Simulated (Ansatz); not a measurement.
# BaCaS2: the cost of one run

Computed with Ansatz 0.2.0 (plane waves, PAW, unless a step's input says otherwise).

**1. Starting point**

The structure is trigonal, space group R-3m (No. 166). Conventional cell: a = 4.275 Å, b = 4.275 Å, c = 21.125 Å, α = 90.00°, β = 90.00°, γ = 120.00°. Ca (site symmetry -3m) has 6 S at 2.92 Å in its first shell of neighbours. Ba (site symmetry -3m) is surrounded by 6 S at 3.15 Å. S (site symmetry 3m) has 3 Ca at 2.92 Å and 3 Ba at 3.15 Å in its first shell of neighbours.

As a file:

```
Ca Ba S
1.0
     2.13736    1.23401    7.04183
    -2.13736    1.23401    7.04183
     0.00000   -2.46801    7.04183
Ca Ba S
1 1 2
Direct
  0.00000 0.00000 0.00000
  0.50000 0.50000 0.50000
  0.25909 0.25909 0.25909
  0.74091 0.74091 0.74091
```

The cell was relaxed beforehand with r2SCAN; those runs aren't shown. No run includes spin-orbit coupling, which matters for Ba.

**2. PBE, anion s p, 4×4×4**

input.yaml reads:

```yaml
crystal:
  lattice:
    - [2.1373611144, 1.2340060148, 7.0418321899]
    - [-2.1373611144, 1.2340060148, 7.0418321899]
    - [0.0, -2.4680120295, 7.0418321899]
  atoms:
    - { symbol: Ca, position: [1.0, 0.0, 0.0] }
    - { symbol: Ba, position: [0.5, 0.5, 0.5] }
    - { symbol: S, position: [0.2590901373, 0.2590901373, 0.2590901373] }
    - { symbol: S, position: [0.7409098627, 0.7409098627, 0.7409098627] }
kpoints:
  mp_grid: { grid: [6, 6, 6] }
  band_path:
    path:
      - [[0.0, 0.0, 0.0], [0.5, 0.5, 0.5], [0.8128607828292, 0.1871392171708, 0.5]]
      - [[0.5, -0.1871392171708, 0.1871392171708], [0.5, 5.534947606906e-17, -5.066901331306e-17], [0.0, 0.0, 0.0], [0.3435696085854, -0.3435696085854, 1.904039597915e-34]]
      - [[0.6564303914146, 4.001995921671e-17, 0.3435696085854], [0.5, 4.001995921671e-17, 0.5], [0.0, 0.0, 0.0]]
    npoints: 10
hamiltonian:
  xc: pbe
scf:
  occupations: { method: fixed }
  n_extra_bands: 6
output:
  forces: false
  stress: false
  eigenvalues: true
  wannier:
    kmesh: [4, 4, 4]
    projections: [{ species: S, l: s, shell: 3 }, { species: S, l: p, shell: 3 }]
    minimise: true
    write_hr: true
    conv_tol: 1.0e-08
    max_iter: 3000
```

Run with:

```
ansatz run input.yaml --threads 4 --pin off --max-ram 3686MiB --backend cpu --events-out ev --progress --plain --runs-dir out
```

Q: Estimate wall time and peak memory on 4 threads of Intel Xeon 6975P-C (Granite Rapids), shared host.

About 1.7 s, with a peak of 0.46 GiB.
